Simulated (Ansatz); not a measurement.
# SiH₃Cl + GeH₃ radical: a complex and its separated parts, part 2 of 2

Ansatz 0.2.0, Gaussian basis. Earlier steps stand in the parts before.

## (14) wB97X-V/def2-TZVPP

The inputs:

parta/in.yaml

```yaml
crystal:
  periodic: [false, false, false]
  atoms:
    - {symbol: Cl, position_ang: [0.237959, -0.741592, 0.356760]}
    - {symbol: Si, position_ang: [0.797359, -2.516425, 1.225018]}
    - {symbol: H, position_ang: [1.119503, -2.262611, 2.647829]}
    - {symbol: H, position_ang: [1.986253, -3.034876, 0.510646]}
    - {symbol: H, position_ang: [-0.329602, -3.470325, 1.112659]}
basis:
  gaussian: {orbitals: def2-TZVPP}
hamiltonian: {xc: {name: wB97X-V}}
```

partb/in.yaml

```yaml
crystal:
  periodic: [false, false, false]
  atoms:
    - {symbol: Ge, position_ang: [-0.857801, 2.703438, -1.313289]}
    - {symbol: H, position_ang: [-2.312330, 2.993492, -0.901707]}
    - {symbol: H, position_ang: [0.094065, 3.798822, -0.800192]}
    - {symbol: H, position_ang: [-0.735508, 2.530178, -2.837822]}
basis:
  gaussian: {orbitals: def2-TZVPP}
magnetization: {spin_polarized: true, initial_magnetization: 1}
hamiltonian: {xc: {name: wB97X-V}}
```

The same command starts each run, in its folder.

Started as:

```
ansatz run in.yaml --threads 8 --pin off --events-out ev --progress --plain --max-ram 19148MiB
```

Log of parta, shortened:

```text
Functional definition: wB97X-V
  name "wB97X-V"
  cite "Mardirossian & Head-Gordon, Phys. Chem. Chem. Phys. 16, 9904 (2014) doi:10.1039/C3CP54374A"
  cite "Becke, J. Chem. Phys. 107, 8554 (1997) doi:10.1063/1.475007"
  cite "Vydrov & Van Voorhis, J. Chem. Phys. 133, 244103 (2010) doi:10.1063/1.3521275"
[...]
      + integral(e_c_pw_opposite_spin*poly(b97_u_opposite, cos0, cos1)) + vv10(b, c)
778 factors; their error is unknown
157 factors; integrals over basis functions are off by at most 3.4e-5 eV
[...]
mean field -20447.80855928 eV, -751.4431045311 hartree, gradient 2.6e-5 eV, S^2 0.000000; 0 other end points of the search recorded, 0 dependent functions left out
reference -20447.80855761 eV, -751.4431044697 hartree; 17, 17 occupied and 109, 109 virtual orbitals, 778 factors
Total energy: -20447.80855761 eV, -751.4431044697 hartree
```

partb printed, shortened:

```text
[... 5 set-up lines as earlier in the session ...]
[...]
      + integral(e_c_pw_opposite_spin*poly(b97_u_opposite, cos0, cos1)) + vv10(b, c)
566 factors; their error is unknown
127 factors; integrals over basis functions are off by at most 3.1e-5 eV
[...]
mean field -56560.28964512 eV, -2078.5523065169 hartree, gradient 2.3e-5 eV, S^2 0.751431; 0 other end points of the search recorded, 0 dependent functions left out
reference -56560.28964430 eV, -2078.5523064869 hartree; 18, 17 occupied and 72, 73 virtual orbitals, 566 factors
Total energy: -56560.28964430 eV, -2078.5523064869 hartree
```

Wall times: 1.1 s (parta), 0.95 s (partb) on 8 threads of Arm Neoverse V2, shared host.

## (15) wB97M-V/def2-TZVPP

Each input of step 14 (parta, partb) changes in the same lines:

```diff
-hamiltonian: {xc: {name: wB97X-V}}
+hamiltonian: {xc: {name: wB97M-V}}
```

The same command starts each run, in its folder.

Started as:

```
ansatz run in.yaml --threads 8 --pin off --events-out ev --progress --plain --max-ram 19148MiB
```

parta printed, shortened:

```text
Functional definition: wB97M-V
  name "wB97M-V"
  cite "Mardirossian & Head-Gordon, J. Chem. Phys. 144, 214110 (2016) doi:10.1063/1.4952647"
[... 2 set-up lines as earlier in the session ...]
  # Of w^i u^j: cxij and so on, Table III.
[...]
  gx(w, u) = 1 - cx + cx01*u + cx10*w
[...]
      + integral(e_c_pw_mod_opposite_spin*gos(b97_w_opposite, b97_u_opposite)) + vv10(b, c)
778 factors; their error is unknown
157 factors; integrals over basis functions are off by at most 3.4e-5 eV
[...]
mean field -20449.42491890 eV, -751.5025046514 hartree, gradient 1.8e-5 eV, S^2 0.000000; 0 other end points of the search recorded, 0 dependent functions left out
reference -20449.42495951 eV, -751.5025061439 hartree; 17, 17 occupied and 109, 109 virtual orbitals, 778 factors
Total energy: -20449.42495951 eV, -751.5025061439 hartree
```

Output in partb, shortened:

```text
[... 5 set-up lines as earlier in the session ...]
  # Of w^i u^j: cxij and so on, Table III.
[...]
  gx(w, u) = 1 - cx + cx01*u + cx10*w
[...]
      + integral(e_c_pw_mod_opposite_spin*gos(b97_w_opposite, b97_u_opposite)) + vv10(b, c)
563 factors; their error is unknown
127 factors; integrals over basis functions are off by at most 3.1e-5 eV
[...]
mean field -56562.00165643 eV, -2078.6152217721 hartree, gradient 7.8e-5 eV, S^2 0.751249; 0 other end points of the search recorded, 0 dependent functions left out
reference -56562.00169021 eV, -2078.6152230136 hartree; 18, 17 occupied and 72, 73 virtual orbitals, 563 factors
Total energy: -56562.00169021 eV, -2078.6152230136 hartree
```

They took 1.1 s (parta), 1.1 s (partb) on 8 threads of Arm Neoverse V2, shared host.

## (16) B2PLYP/def2-TZVPP

The same edit goes into each in.yaml of step 15 (parta, partb):

```diff
-hamiltonian: {xc: {name: wB97M-V}}
+hamiltonian: {xc: {name: B2PLYP}}
```

One command serves all of them, each in its own folder.

Started as:

```
ansatz run in.yaml --threads 8 --pin off --events-out ev --progress --plain --max-ram 19148MiB
```

Output in parta, shortened:

```text
Functional definition: B2PLYP
  name "B2PLYP"
  cite "Grimme, J. Chem. Phys. 124, 034108 (2006) doi:10.1063/1.2148954"
[... 2 set-up lines as earlier in the session ...]
[...]
716 factors; integrals over basis functions are off by at most 1.1e-3 eV
[...]
mean field -20441.13992324 eV, -751.1980366768 hartree, gradient 2.0e-6 eV, S^2 0.000000; 0 other end points of the search recorded, 0 dependent functions left out
10 core orbitals not correlated: weight in the atoms' cores, before any rotation towards them, 1.000 or more for the frozen orbitals, at most 0.000 for the correlated occupied ones
reference -20441.14006604 eV, -751.1980419245 hartree; 7, 7 occupied and 109, 109 virtual orbitals, 716 factors
second order -10.62735605 eV of doubles, -0.00000000 eV of singles
Total energy: -20444.00945217 eV, -751.3034899199 hartree
```

Log of partb, shortened:

```text
[... 5 set-up lines as earlier in the session ...]
[...]
544 factors; integrals over basis functions are off by at most 1.1e-3 eV
[...]
mean field -56553.13530653 eV, -2078.2893894229 hartree, gradient 6.0e-6 eV, S^2 0.752338; 0 other end points of the search recorded, 0 dependent functions left out
9 core orbitals not correlated: weight in the atoms' cores, before any rotation towards them, 1.000 or more for the frozen orbitals, at most 0.000 for the correlated occupied ones
reference -56553.13543134 eV, -2078.2893940099 hartree; 9, 8 occupied and 72, 73 virtual orbitals, 544 factors
second order -8.32052189 eV of doubles, -0.00000000 eV of singles
Total energy: -56555.38197226 eV, -2078.3719528656 hartree
```

They took 0.65 s (parta), 0.55 s (partb) on 8 threads of Arm Neoverse V2, shared host.

## (17) PBE-QIDH/def2-TZVPP

The same edit goes into each in.yaml of step 16 (parta, partb):

```diff
-hamiltonian: {xc: {name: B2PLYP}}
+hamiltonian: {xc: {name: PBE-QIDH}}
```

Each run has its own folder and the same command.

Started as:

```
ansatz run in.yaml --threads 8 --pin off --events-out ev --progress --plain --max-ram 19148MiB
```

Log of parta, shortened:

```text
Functional definition: PBE-QIDH
  name "PBE-QIDH"
  cite "Brémond, Sancho-García, Pérez-Jiménez & Adamo, J. Chem. Phys. 141, 031101 (2014) doi:10.1063/1.4890314"
[... 1 set-up line as earlier in the session ...]
[...]
716 factors; integrals over basis functions are off by at most 1.1e-3 eV
[...]
mean field -20435.53706439 eV, -750.9921354118 hartree, gradient 3.0e-6 eV, S^2 0.000000; 0 other end points of the search recorded, 0 dependent functions left out
10 core orbitals not correlated: weight in the atoms' cores, before any rotation towards them, 1.000 or more for the frozen orbitals, at most 0.000 for the correlated occupied ones
reference -20435.53707509 eV, -750.9921358050 hartree; 7, 7 occupied and 109, 109 virtual orbitals, 716 factors
second order -9.87447137 eV of doubles, -0.00000000 eV of singles
Total energy: -20438.82856555 eV, -751.1130958483 hartree
```

partb printed, shortened:

```text
[... 4 set-up lines as earlier in the session ...]
[...]
544 factors; integrals over basis functions are off by at most 1.1e-3 eV
[...]
mean field -56546.82049612 eV, -2078.0573244210 hartree, gradient 2.7e-6 eV, S^2 0.753489; 0 other end points of the search recorded, 0 dependent functions left out
9 core orbitals not correlated: weight in the atoms' cores, before any rotation towards them, 1.000 or more for the frozen orbitals, at most 0.000 for the correlated occupied ones
reference -56546.82050562 eV, -2078.0573247699 hartree; 9, 8 occupied and 72, 73 virtual orbitals, 544 factors
second order -7.71237197 eV of doubles, -0.00000000 eV of singles
Total energy: -56549.39129627 eV, -2078.1517995839 hartree
```

Times: 0.6 s (parta), 0.5 s (partb) on 8 threads of Arm Neoverse V2, shared host.

## (18) RPA on PBE/def2-TZVPP

The same edit goes into each in.yaml of step 17 (parta, partb):

```diff
-hamiltonian: {xc: {name: PBE-QIDH}}
+hamiltonian: {xc: pbe}
+correlation: {method: rpa}
```

Each run has its own folder and the same command.

Started as:

```
ansatz run in.yaml --threads 8 --pin off --events-out ev --progress --plain --max-ram 19148MiB
```

Output in parta, shortened:

```text
[... 4 set-up lines as earlier in the session ...]
[...]
716 factors; integrals over basis functions are off by at most 1.1e-3 eV
[...]
mean field -20441.42551481 eV, -751.2085319734 hartree, gradient 9.5e-6 eV, S^2 0.000000; 0 other end points of the search recorded, 0 dependent functions left out
10 core orbitals not correlated: weight in the atoms' cores, before any rotation towards them, 1.000 or more for the frozen orbitals, at most 0.000 for the correlated occupied ones
reference -20414.51037264 eV, -750.2194187423 hartree; 7, 7 occupied and 109, 109 virtual orbitals, 716 factors
Total energy: -20430.37436355 eV, -750.8024096555 hartree
```

Output in partb, shortened:

```text
[... 4 set-up lines as earlier in the session ...]
[...]
544 factors; integrals over basis functions are off by at most 1.1e-3 eV
[...]
mean field -56556.73728228 eV, -2078.4217595906 hartree, gradient 8.1e-6 eV, S^2 0.751793; 0 other end points of the search recorded, 0 dependent functions left out
9 core orbitals not correlated: weight in the atoms' cores, before any rotation towards them, 1.000 or more for the frozen orbitals, at most 0.000 for the correlated occupied ones
reference -56519.15041969 eV, -2077.0404678676 hartree; 9, 8 occupied and 72, 73 virtual orbitals, 544 factors
Total energy: -56530.95281056 eV, -2077.4741977321 hartree
```

Wall times: 0.55 s (parta), 0.45 s (partb) on 8 threads of Arm Neoverse V2, shared host.

## (19) CCSD(T)/def2-TZVPP

parta/in.yaml: that of step 18 with these lines changed.

```diff
@@ -10,3 +10,2 @@
   gaussian: {orbitals: def2-TZVPP}
-hamiltonian: {xc: pbe}
-correlation: {method: rpa}
+correlation: {method: ccsd_t}
```

partb/in.yaml: that of step 18 with these lines changed.

```diff
@@ -10,3 +10,3 @@
 magnetization: {spin_polarized: true, initial_magnetization: 1}
-hamiltonian: {xc: pbe}
-correlation: {method: rpa}
+correlation: {method: ccsd_t}
+scf: {omitted_lower_state_checks: [cluster_reference]}
```

One command serves all of them, each in its own folder.

Started as:

```
ansatz run in.yaml --threads 8 --pin off --events-out ev --progress --plain --max-ram 19148MiB
```

parta printed, shortened:

```text
Functional definition: HF
  name "HF"
  cite "Fock, Z. Phys. 61, 126 (1930) doi:10.1007/BF01340294"
[... 1 set-up line as earlier in the session ...]
[...]
716 factors; integrals over basis functions are off by at most 1.1e-3 eV
[...]
mean field -20415.29439821 eV, -750.2482311507 hartree, gradient 2.2e-6 eV, S^2 0.000000; 0 other end points of the search recorded, 0 dependent functions left out
10 core orbitals not correlated: weight in the atoms' cores, before any rotation towards them, 1.000 or more for the frozen orbitals, at most 0.000 for the correlated occupied ones
reference -20415.29439821 eV, -750.2482311507 hartree; 7, 7 occupied and 109, 109 virtual orbitals, 716 factors
second order -8.72232715 eV of doubles, -0.00000000 eV of singles
cycle   1  -9.46501202 eV  change   -7.4e-1 eV  update   6.2e-2
[...]
cycle   8  -9.75732620 eV  change   -1.2e-5 eV  update   1.1e-5
perturbative correction -0.34572367 eV, -0.0127051105 hartree
Total energy: -20425.39744808 eV, -750.6195113854 hartree
```

Log of partb, shortened:

```text
[... 4 set-up lines as earlier in the session ...]
[...]
544 factors; integrals over basis functions are off by at most 1.1e-3 eV
[...]
mean field -56519.92374034 eV, -2077.0688868771 hartree, gradient 2.0e-6 eV, S^2 0.754856; 0 other end points of the search recorded, 0 dependent functions left out
[...]
reference -56519.92374034 eV, -2077.0688868771 hartree; 9, 8 occupied and 72, 73 virtual orbitals, 544 factors
second order -6.81049321 eV of doubles, -0.00000000 eV of singles
cycle   1  -6.93063084 eV  change   -1.2e-1 eV  update   7.0e-2
[...]
cycle   9  -7.26234547 eV  change    4.3e-6 eV  update   1.4e-5
perturbative correction -0.21717774 eV, -0.0079811347 hartree
Total energy: -56527.40326355 eV, -2077.3437542853 hartree
Checks for a lower state left out: cluster_reference
```

They took 1.2 s (parta), 1.1 s (partb) on 8 threads of Arm Neoverse V2, shared host; peak memory 0.53 GiB.

## (20) MP2/def2-QZVPP

parta/in.yaml: that of step 19 with these lines changed.

```diff
@@ -9,3 +9,3 @@
 basis:
-  gaussian: {orbitals: def2-TZVPP}
-correlation: {method: ccsd_t}
+  gaussian: {orbitals: "def2-QZVPP.json"}
+correlation: {method: mp2}
```

partb/in.yaml: that of step 19 with these lines changed.

```diff
@@ -8,5 +8,5 @@
 basis:
-  gaussian: {orbitals: def2-TZVPP}
+  gaussian: {orbitals: "def2-QZVPP.json"}
 magnetization: {spin_polarized: true, initial_magnetization: 1}
-correlation: {method: ccsd_t}
+correlation: {method: mp2}
 scf: {omitted_lower_state_checks: [cluster_reference]}
```

The basis file named in the input lies beside it (Basis Set Exchange, JSON).

One command serves all of them, each in its own folder.

Started as:

```
ansatz run in.yaml --threads 8 --pin off --events-out ev --progress --plain --max-ram 19148MiB
```

Output in parta, shortened:

```text
[... 4 set-up lines as earlier in the session ...]
[...]
1340 factors; integrals over basis functions are off by at most 7.4e-4 eV
[...]
mean field -20415.89914134 eV, -750.2704550506 hartree, gradient 1.3e-6 eV, S^2 0.000000; 0 other end points of the search recorded, 0 dependent functions left out
10 core orbitals not correlated: weight in the atoms' cores, before any rotation towards them, 1.000 or more for the frozen orbitals, at most 0.000 for the correlated occupied ones
reference -20415.89914134 eV, -750.2704550506 hartree; 7, 7 occupied and 213, 213 virtual orbitals, 1340 factors
second order -9.52834439 eV of doubles, -0.00000000 eV of singles
Total energy: -20425.42748573 eV, -750.6206152485 hartree
```

Output in partb, shortened:

```text
[... 4 set-up lines as earlier in the session ...]
[...]
1129 factors; integrals over basis functions are off by at most 9.7e-4 eV
[...]
mean field -56521.08728757 eV, -2077.1116464491 hartree, gradient 4.3e-6 eV, S^2 0.755167; 0 other end points of the search recorded, 0 dependent functions left out
9 core orbitals not correlated: weight in the atoms' cores, before any rotation towards them, 1.000 or more for the frozen orbitals, at most 0.000 for the correlated occupied ones
reference -56521.08728757 eV, -2077.1116464491 hartree; 9, 8 occupied and 161, 162 virtual orbitals, 1129 factors
second order -13.94964828 eV of doubles, -0.00000000 eV of singles
Total energy: -56535.03693585 eV, -2077.6242865681 hartree
Checks for a lower state left out: cluster_reference
```

Wall times: 1.2 s (parta), 1.1 s (partb) on 8 threads of Arm Neoverse V2, shared host; peak memory 0.54 GiB.

## (21) Vibrations of SiH₃Cl

File vib-parta/in.yaml:

```yaml
crystal:
  periodic: [false, false, false]
  atoms:
    - {symbol: Cl, position_ang: [0.237959, -0.741592, 0.356760]}
    - {symbol: Si, position_ang: [0.797359, -2.516425, 1.225018]}
    - {symbol: H, position_ang: [1.119503, -2.262611, 2.647829]}
    - {symbol: H, position_ang: [1.986253, -3.034876, 0.510646]}
    - {symbol: H, position_ang: [-0.329602, -3.470325, 1.112659]}
basis:
  gaussian: {orbitals: def2-TZVP}
hamiltonian: {xc: pbe0, dispersion: d4}
phonons: {temperatures: {t_min: 298.15, t_max: 900, t_step: 200}}
```

Started as:

```
ansatz run in.yaml --threads 8 --pin off --events-out ev --progress --plain --max-ram 19148MiB
```

Log, shortened:

```text
[... 5 set-up lines as earlier in the session ...]
[...]
668 factors; their error is unknown
[...]
mean field -20443.33419464 eV, -751.2786746636 hartree, gradient 1.5e-5 eV, S^2 0.000000; 0 other end points of the search recorded, 0 dependent functions left out
[...]
Atom 2 at     1.119503    -2.262611     2.647829 Å, force     0.000284    -0.001610    -0.000006 eV/Å
Atom 3 at     1.986253    -3.034876     0.510646 Å, force    -0.000118    -0.001279     0.001128 eV/Å
Atom 4 at    -0.329602    -3.470325     1.112659 Å, force     0.001053    -0.001007     0.000816 eV/Å
Dipole moment:     0.071530    -0.226952     0.111035 e Å
Vibrations: 552.22 656.51 656.54 943.68 947.23 947.24 2248.82 2261.10 2261.13 cm⁻¹, zero-point energy 0.711325 eV
```

It took 6.5 s on 8 threads of Arm Neoverse V2, shared host.

Wavenumbers and character of the modes:

```tsv
mode	wavenumber (cm⁻¹)	character
1	552	Si–Cl stretch
2	657	bend
3	657	bend
4	944	bend
5	947	bend
6	947	bend
7	2249	Si–H stretch
8	2261	Si–H stretch
9	2261	Si–H stretch
```

Vibrational sums (real modes only):

```tsv
T (K)	entropy (J/mol/K)	heat capacity (J/mol/K)
298	6.8	18.0
498	20.2	34.6
698	33.7	45.4
898	46.1	52.9
```

## (22) Vibrations of GeH₃ radical

File vib-partb/in.yaml:

```yaml
crystal:
  periodic: [false, false, false]
  atoms:
    - {symbol: Ge, position_ang: [-0.857801, 2.703438, -1.313289]}
    - {symbol: H, position_ang: [-2.312330, 2.993492, -0.901707]}
    - {symbol: H, position_ang: [0.094065, 3.798822, -0.800192]}
    - {symbol: H, position_ang: [-0.735508, 2.530178, -2.837822]}
basis:
  gaussian: {orbitals: def2-TZVP}
magnetization: {spin_polarized: true, initial_magnetization: 1}
hamiltonian: {xc: pbe0, dispersion: d4}
phonons: {temperatures: {t_min: 298.15, t_max: 900, t_step: 200}}
```

Started as:

```
ansatz run in.yaml --threads 8 --pin off --events-out ev --progress --plain --max-ram 19148MiB
```

Log, shortened:

```text
[... 5 set-up lines as earlier in the session ...]
[...]
533 factors; their error is unknown
[...]
mean field -56558.31508359 eV, -2078.4797427190 hartree, gradient 5.8e-5 eV, S^2 0.752139; 0 other end points of the search recorded, 0 dependent functions left out
[...]
Atom 1 at    -2.312330     2.993492    -0.901707 Å, force     0.003331     0.000345    -0.001549 eV/Å
Atom 2 at     0.094065     3.798822    -0.800192 Å, force    -0.002737    -0.001688    -0.001826 eV/Å
Atom 3 at    -0.735508     2.530178    -2.837822 Å, force    -0.000625     0.001507     0.003309 eV/Å
Dipole moment:     0.001932    -0.006161     0.003047 e Å
Vibrations: 694.05 855.07 855.13 2110.11 2150.74 2150.75 cm⁻¹, zero-point energy 0.546513 eV
```

Wall time 3 s (8 threads of Arm Neoverse V2, shared host).

Wavenumbers and character of the modes:

```tsv
mode	wavenumber (cm⁻¹)	character
1	694	bend
2	855	bend
3	855	bend
4	2110	Ge–H stretch
5	2151	Ge–H stretch
6	2151	Ge–H stretch
```

Vibrational sums (real modes only):

```tsv
T (K)	entropy (J/mol/K)	heat capacity (J/mol/K)
298	2.7	8.3
498	9.4	18.2
698	16.9	26.0
898	24.2	31.9
```

## (23) Complex less separated parts

The complex's own energies come from single points at the same levels.

Rows are in def2-TZVPP; times add the 3 runs of a level on a shared host, so small differences are noise.

Differences are taken before rounding.

```tsv
method	rung	complex less parts (kcal/mol)	from CCSD(T) (kcal/mol)	time
SPW92	LDA	-1.28	-0.92	1.3 s
PBE-D4	GGA	-0.98	-0.63	2.4 s
BLYP-D4	GGA	-0.96	-0.60	2.4 s
r2SCAN-D4	meta-GGA	-0.55	-0.19	4.7 s
B97M-V	meta-GGA	-0.84	-0.48	8.2 s
PBE0-D4	hybrid	-0.76	-0.41	3 s
B3LYP-D4	hybrid	-0.88	-0.53	3.4 s
r2SCAN0-D4	hybrid	-0.58	-0.23	5.8 s
BHLYP-D4	hybrid	-0.81	-0.45	3.4 s
CAM-B3LYP-D4	range-separated hybrid	-0.72	-0.36	3.6 s
wB97X-V	range-separated hybrid	-0.43	-0.07	7 s
wB97M-V	range-separated hybrid	-0.41	-0.05	8.3 s
B2PLYP	double hybrid	-0.05	+0.30	4 s
PBE-QIDH	double hybrid	-0.18	+0.17	4.1 s
RPA on PBE	RPA	-0.10	+0.25	3.7 s
Hartree-Fock	wavefunction	0.79	+1.14	
MP2	wavefunction	-0.40	-0.05	
CCSD	wavefunction	-0.21	+0.14	
CCSD(T)	wavefunction	-0.35	0	2.4 min
```

Among the levels timed on like hardware and quicker than the yardstick, those that no quicker one beats, quickest first: SPW92 (1.3 s, -0.92 kcal/mol); BLYP-D4 (2.4 s, -0.60 kcal/mol); PBE0-D4 (3 s, -0.41 kcal/mol); CAM-B3LYP-D4 (3.6 s, -0.36 kcal/mol); RPA on PBE (3.7 s, +0.25 kcal/mol); PBE-QIDH (4.1 s, +0.17 kcal/mol); wB97X-V (7 s, -0.07 kcal/mol); wB97M-V (8.3 s, -0.05 kcal/mol).

For cost: wB97M-V gets within 0.05 kcal/mol in 8.3 s, where CCSD(T) took 2.4 min; the quickest level in the cost chart, SPW92, takes 1.3 s and misses by 0.92 kcal/mol.

The complex's zero-point energy, from a separate PBE0-D4 run, is 1.260 eV.

## (24) Outcome

This closing draws on all 2 parts.

| quantity | value |
| --- | --- |
| complex less parts, CCSD(T)/def2-TZVPP | -0.35 kcal/mol |
| with zero-point energy | -0.30 kcal/mol |
| largest T1 diagnostic | 0.012 |

In words: At CCSD(T) the complex lies 0.35 kcal/mol below its parts. The functionals run from wB97M-V, off by -0.05 kcal/mol, to SPW92, off by -0.92 kcal/mol, against CCSD(T). By rung, the mean size of the error is: LDA 0.92, GGA 0.61, meta-GGA 0.34, hybrid 0.40, range-separated hybrid 0.16, double hybrid 0.24 kcal/mol. PBE-D4 gives a relative energy 0.63 kcal/mol too low, an error of 177 % of the reference. The complex's frequency run has imaginary modes: the structure is no minimum, so both the energy and the zero-point correction are in doubt. No counterpoise was applied, and triple zeta lacks some correlation, so the CCSD(T) reference has a basis error of its own, and close matches with it are partly luck.
